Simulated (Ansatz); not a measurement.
**C13H10, 23 atoms: tuning a run for speed**

Aim: measure how long a single point at HF takes on C13H10, and which launch flags, input keys and shares of the machine shorten it.

Program: Ansatz 0.2.0 (single point, HF, Gaussian basis). Host: Intel Xeon 6975P-C (Granite Rapids), 96 cores, 190 hardware threads, 362 GiB; it was booked for these runs alone, one at a time. Each run is timed once from launch to exit, start-up included.

## Step 1: What is computed

A molecule of 23 atoms and 88 electrons, SMILES c1ccc2c(c1)Cc1ccccc12, in the basis cc-pvtz.

## Step 2: First run

The input, input.yaml:

```yaml
crystal:
  periodic: [false, false, false]
  atoms:
    - { symbol: C, position_ang: [3.4400, -0.0300, 0.0400] }
    - { symbol: C, position_ang: [2.9500, -1.3400, 0.0600] }
    - { symbol: C, position_ang: [1.5700, -1.6000, 0.0500] }
    - { symbol: C, position_ang: [0.7100, -0.5200, 0.0200] }
    - { symbol: C, position_ang: [1.2100, 0.8000, 0.0000] }
    - { symbol: C, position_ang: [2.5700, 1.0600, 0.0100] }
    - { symbol: C, position_ang: [0.0600, 1.8000, -0.0300] }
    - { symbol: C, position_ang: [-1.1500, 0.8900, -0.0300] }
    - { symbol: C, position_ang: [-2.4900, 1.2400, -0.0500] }
    - { symbol: C, position_ang: [-3.4300, 0.2200, -0.0400] }
    - { symbol: C, position_ang: [-3.0400, -1.1300, -0.0200] }
    - { symbol: C, position_ang: [-1.6800, -1.4800, 0.0000] }
    - { symbol: C, position_ang: [-0.7400, -0.4700, 0.0000] }
    - { symbol: H, position_ang: [4.5100, 0.1400, 0.0500] }
    - { symbol: H, position_ang: [3.6500, -2.1800, 0.0800] }
    - { symbol: H, position_ang: [1.2000, -2.6200, 0.0600] }
    - { symbol: H, position_ang: [2.9500, 2.0800, 0.0000] }
    - { symbol: H, position_ang: [0.1000, 2.4000, -0.9400] }
    - { symbol: H, position_ang: [0.0800, 2.4300, 0.8700] }
    - { symbol: H, position_ang: [-2.7900, 2.2800, -0.0700] }
    - { symbol: H, position_ang: [-4.4900, 0.4600, -0.0600] }
    - { symbol: H, position_ang: [-3.7900, -1.9100, -0.0100] }
    - { symbol: H, position_ang: [-1.3900, -2.5200, 0.0300] }
basis:
  gaussian: { orbitals: cc-pvtz }
hamiltonian: { xc: hf }
```

Command:

```
$ ansatz run input.yaml --backend cpu --events-out ev --progress --plain --runs-dir out
```

## Step 3: Change: x pbe

input.yaml: that of step 2 with these lines changed.

```diff
@@ -28,2 +28,2 @@
   gaussian: { orbitals: cc-pvtz }
-hamiltonian: { xc: hf }
+hamiltonian: { xc: pbe }
```

## Step 4: Change: x r2scan

input.yaml: that of step 3 with these lines changed.

```diff
@@ -28,2 +28,2 @@
   gaussian: { orbitals: cc-pvtz }
-hamiltonian: { xc: pbe }
+hamiltonian: { xc: r2scan }
```

## Step 5: Change: x pbe0

input.yaml: that of step 4 with these lines changed.

```diff
@@ -28,2 +28,2 @@
   gaussian: { orbitals: cc-pvtz }
-hamiltonian: { xc: r2scan }
+hamiltonian: { xc: pbe0 }
```

## Step 6: Change: f 3

input.yaml: that of step 5 with these lines changed.

```diff
@@ -28,2 +28,2 @@
   gaussian: { orbitals: cc-pvtz }
-hamiltonian: { xc: pbe0 }
+hamiltonian: { xc: { name: wB97M-V } }
```

## Step 7: Change: f 2

input.yaml: that of step 6 with these lines changed.

```diff
@@ -28,2 +28,2 @@
   gaussian: { orbitals: cc-pvtz }
-hamiltonian: { xc: { name: wB97M-V } }
+correlation: { method: mp2 }
```

## Step 8: Change: f 3

input.yaml: that of step 7 with these lines changed.

```diff
@@ -28,2 +28,3 @@
   gaussian: { orbitals: cc-pvtz }
-correlation: { method: mp2 }
+hamiltonian: { xc: pbe0 }
+correlation: { method: rpa }
```

(Steps that only read results are left out.)

Q: Predict the timings and the best choice. Wanted: reference; best change; worst change.

**Answer**, as computed:

| quantity | value |
| --- | --- |
| reference | 1.7 s on 96 threads |
| best change | x pbe: 1.3 times as fast |
| worst change | f 3: 2.8 times as slow |

Changes under about 18 % are taken as noise (0.3 s of jitter at start-up on so short a run). x pbe gains most, with 24 SCF iterations in place of 13. It moves the energy by -3130.5 meV/atom, so it buys time with accuracy. f 3 costs most. The figures hold for this build, input and host.
